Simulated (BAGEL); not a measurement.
# BCl3 (boron trichloride) at FCI/STO-3G (density fitting with cc-pvqz-jkfit)

Aim: the energy change on altering one bond length of BCl3 (boron trichloride) at FCI/STO-3G (density fitting with cc-pvqz-jkfit), from 2 runs. 

Program for the calculation: BAGEL 1.2.2.

## Step 1: The molecule

The species is BCl3 (4 atoms), meant as a singlet with charge 0. As SMILES, `ClB(Cl)Cl`. Geometry: relaxed at PBE0-D4/def2-TZVP.

Bond lengths: Cl1–B2 1.737 Å, B2–Cl3 1.737 Å, B2–Cl4 1.737 Å. Angles: Cl1–B2–Cl3 120.0°, Cl1–B2–Cl4 120.0°, Cl3–B2–Cl4 120.0°.

## Step 2: The energy at FCI/STO-3G (density fitting with cc-pvqz-jkfit)

Contents of calc.json:

```json
{ "bagel" : [

{
  "title" : "molecule",
  "basis" : "sto-3g",
  "df_basis" : "cc-pvqz-jkfit",
  "angstrom" : true,
  "geometry" : [
    { "atom" : "Cl", "xyz" : [   -0.257920,    0.516440,    1.638340 ] },
    { "atom" : "B", "xyz" : [    0.000000,    0.000000,   -0.000010 ] },
    { "atom" : "Cl", "xyz" : [    0.942010,   -1.423060,   -0.324000 ] },
    { "atom" : "Cl", "xyz" : [   -0.684100,    0.906610,   -1.314320 ] }
  ]
},
{ "title" : "hf" },
{ "title" : "fci", "nstate" : 1, "ncore" : 16 }

]}
```

Started as:

```console
$ BAGEL_NUM_THREADS=1 BAGEL calc.json > calc.out
```

The log of the run:

```text
* using 1 threads per process

  ===============================================================
  ===============================================================

  *** Geometry ***

  { "atom" : "Cl", "xyz" : [     -0.487398,      0.975930,      3.096014 ] },
  { "atom" : "B", "xyz" : [      0.000000,      0.000000,     -0.000019 ] },
  { "atom" : "Cl", "xyz" : [      1.780141,     -2.689194,     -0.612271 ] },
  { "atom" : "Cl", "xyz" : [     -1.292762,      1.713245,     -2.483705 ] },

  Number of auxiliary basis functions:      550

  Since a DF basis is specified, we compute 2- and 3-index integrals:
    o Being stored without compression. Storage requirement is 0.005 GB

  Number of basis functions:       32
  Number of electrons      :       56

    * METHOD: MOLECULE                             0.21

  *** RHF ***

  === Nuclear Repulsion ===
   230.1731617545

      * DIIS with orbital gradients will be used.

  === RHF iteration (sto-3g) ===
      0      -1388.09185632          0.01765874           0.04
      1      -1388.21092412          0.00692307           0.04
      2      -1388.22757111          0.00060421           0.04
      3      -1388.22780742          0.00004401           0.04
      4      -1388.22780869          0.00001560           0.04
      5      -1388.22780888          0.00000228           0.04
      6      -1388.22780889          0.00000015           0.04
      7      -1388.22780889          0.00000002           0.04
      8      -1388.22780889          0.00000000           0.04
    * SCF iteration converged.

    * Permanent dipole moment:
           (    0.000009,    -0.000025,     0.000050) a.u.

    * METHOD: HF                                   0.39

  ---------------------------
        FCI calculation
  ---------------------------

  Performs exactly the same way as Knowles & Handy 1984 CPL

  o alpha-beta strings
      length:          3640
  o size of the space
      determinant space:  3312400
      spin-adapted space: 866320

  o single displacement lists (alpha)
      length:        109200
  o single displacement lists (beta)
      length:        109200

     guess   0:   closed 111111111111....     open ................

  === FCI iteration ===

      0  0     -1388.22780889     1.93e-04     10.98
      1  0     -1388.29498706     8.48e-05     10.76
      2  0     -1388.30415050     3.39e-05     10.85
      3  0     -1388.30560119     1.43e-05     10.67
      4  0     -1388.30577037     5.48e-06     10.92
      5  0     -1388.30580178     2.32e-06     11.11
      6  0     -1388.30580593     8.02e-07     10.84
      7  0     -1388.30580651     3.35e-07     10.92
      8  0     -1388.30580658     1.19e-07     11.28
      9  0     -1388.30580659     4.47e-08     11.37
     10  0     -1388.30580660     1.57e-08     11.47
     11  0     -1388.30580660     6.91e-09     11.37
     12  0     -1388.30580660     2.63e-09     10.95
     13  0     -1388.30580660     9.79e-10     11.04
     14  0     -1388.30580660     3.44e-10     11.13
     15  0     -1388.30580660     1.32e-10     11.10
     16  0 *   -1388.30580660     4.98e-11     10.39

     * ci vector, state   0, <S^2> = -0.0000
       222222222222....    -0.9710667233

    * METHOD: FCI                                189.59

  ===============================================================
```

Wall time 3.2 min (1 thread of Arm Neoverse V2, shared host); peak memory 7.7 GiB.

## Step 3: The distorted shape

Contents of input.json:

```json
{ "bagel" : [

{
  "title" : "molecule",
  "basis" : "sto-3g",
  "df_basis" : "cc-pvqz-jkfit",
  "angstrom" : "true",
  "geometry" : [
    { "atom" : "Cl", "xyz" : [      -0.567430,       1.136180,       3.604396 ] },
    { "atom" : "B", "xyz" : [       0.000000,       0.000000,      -0.000010 ] },
    { "atom" : "Cl", "xyz" : [       0.942010,      -1.423060,      -0.324000 ] },
    { "atom" : "Cl", "xyz" : [      -0.684100,       0.906610,      -1.314320 ] }
  ]
},

{
  "title" : "hf"
},

{
  "title" : "fci",
  "nstate" : 1,
  "ncore" : 16
}

]}
```

Started as:

```console
$ BAGEL_NUM_THREADS=1 BAGEL input.json > input.out
```

The log of the run:

```text
* using 1 threads per process

  ===============================================================
  ===============================================================

  *** Geometry ***

  { "atom" : "Cl", "xyz" : [     -1.072287,      2.147069,      6.811321 ] },
  { "atom" : "B", "xyz" : [      0.000000,      0.000000,     -0.000019 ] },
  { "atom" : "Cl", "xyz" : [      1.780141,     -2.689194,     -0.612271 ] },
  { "atom" : "Cl", "xyz" : [     -1.292762,      1.713245,     -2.483705 ] },

  Number of auxiliary basis functions:      550

  Since a DF basis is specified, we compute 2- and 3-index integrals:
    o Being stored without compression. Storage requirement is 0.005 GB

  Number of basis functions:       32
  Number of electrons      :       56

    * METHOD: MOLECULE                             0.19

  *** RHF ***

  === Nuclear Repulsion ===
   176.4868823356

      * DIIS with orbital gradients will be used.

  === RHF iteration (sto-3g) ===
      0      -1387.69320644          0.01853260           0.04
      1      -1384.09825881          0.03265106           0.03
      2      -1387.80331030          0.01095762           0.03
      3      -1387.85144183          0.00345459           0.03
      4      -1387.91494075          0.00325344           0.03
      5      -1387.91539398          0.00320525           0.03
      6      -1387.91099771          0.00450954           0.03
      7      -1387.91805009          0.00198830           0.03
      8      -1387.91960455          0.00038426           0.03
      9      -1387.91966570          0.00001032           0.03
     10      -1387.91966577          0.00000272           0.03
     11      -1387.91966578          0.00000030           0.03
     12      -1387.91966578          0.00000006           0.03
     13      -1387.91966578          0.00000002           0.03
     14      -1387.91966578          0.00000000           0.03
    * SCF iteration converged.

    * Permanent dipole moment:
           (   -0.394763,     0.790448,     2.507736) a.u.

    * METHOD: HF                                   0.58

  ---------------------------
        FCI calculation
  ---------------------------

  Performs exactly the same way as Knowles & Handy 1984 CPL

  o alpha-beta strings
      length:          3640
  o size of the space
      determinant space:  3312400
      spin-adapted space: 866320

  o single displacement lists (alpha)
      length:        109200
  o single displacement lists (beta)
      length:        109200

     guess   0:   closed 1111111111.1....     open ..........1.1...

  === FCI iteration ===

      0  0     -1387.91107119     2.26e-04     10.48
      1  0     -1388.09175754     1.34e-04     10.38
      2  0     -1388.12068545     6.57e-05     10.61
      3  0     -1388.12693902     3.01e-05     10.77
      4  0     -1388.12816870     1.53e-05     10.97
      5  0     -1388.12845934     8.32e-06     10.76
      6  0     -1388.12853184     3.94e-06     10.72
      7  0     -1388.12854775     1.79e-06     10.65
      8  0     -1388.12855111     8.29e-07     10.64
      9  0     -1388.12855176     3.79e-07     10.68
     10  0     -1388.12855189     1.79e-07     10.80
     11  0     -1388.12855192     8.44e-08     10.63
     12  0     -1388.12855192     3.92e-08     10.84
     13  0     -1388.12855192     1.86e-08     10.75
     14  0     -1388.12855192     8.48e-09     10.77
     15  0     -1388.12855192     3.52e-09     10.71
     16  0     -1388.12855192     1.47e-09     10.54
     17  0     -1388.12855192     7.28e-10     10.41
     18  0     -1388.12855192     4.12e-10     10.12
     19  0     -1388.12855192     2.00e-10     10.31
    ** throwing out 1 trial vectors **
     20  0 *   -1388.12855192     9.16e-11      9.83

     * ci vector, state   0, <S^2> = -0.0000
       2222222222a2b...     0.5837658175
       2222222222b2a...     0.5837658175
       2222222222ab2...    -0.3558123360
       2222222222ba2...    -0.3558123360
       222222b222a22...    -0.0715793410
       222222a222b22...    -0.0715793410

    * METHOD: FCI                                224.80

  ===============================================================
```

It took 3.8 min on 1 thread of Arm Neoverse V2, shared host; peak memory 7.9 GiB.

## Step 4: Outcome

Level: FCI/STO-3G (density fitting with cc-pvqz-jkfit), 16 core orbitals frozen.

```
                                                          quantity           value
                                         first shape: total energy  -1388.30581 Eh
                                     distorted shape: total energy  -1388.12855 Eh
energy change with the Cl1–B2 bond stretched from 1.737 to 3.822 Å        4.823 eV
```

**Reading.** With the Cl1–B2 bond stretched from 1.737 to 3.822 Å the energy rises by 4.82 eV (111 kcal/mol). The first shape isn't relaxed at this level, so the change isn't measured from a minimum. The minimal basis adds a large error of its own.
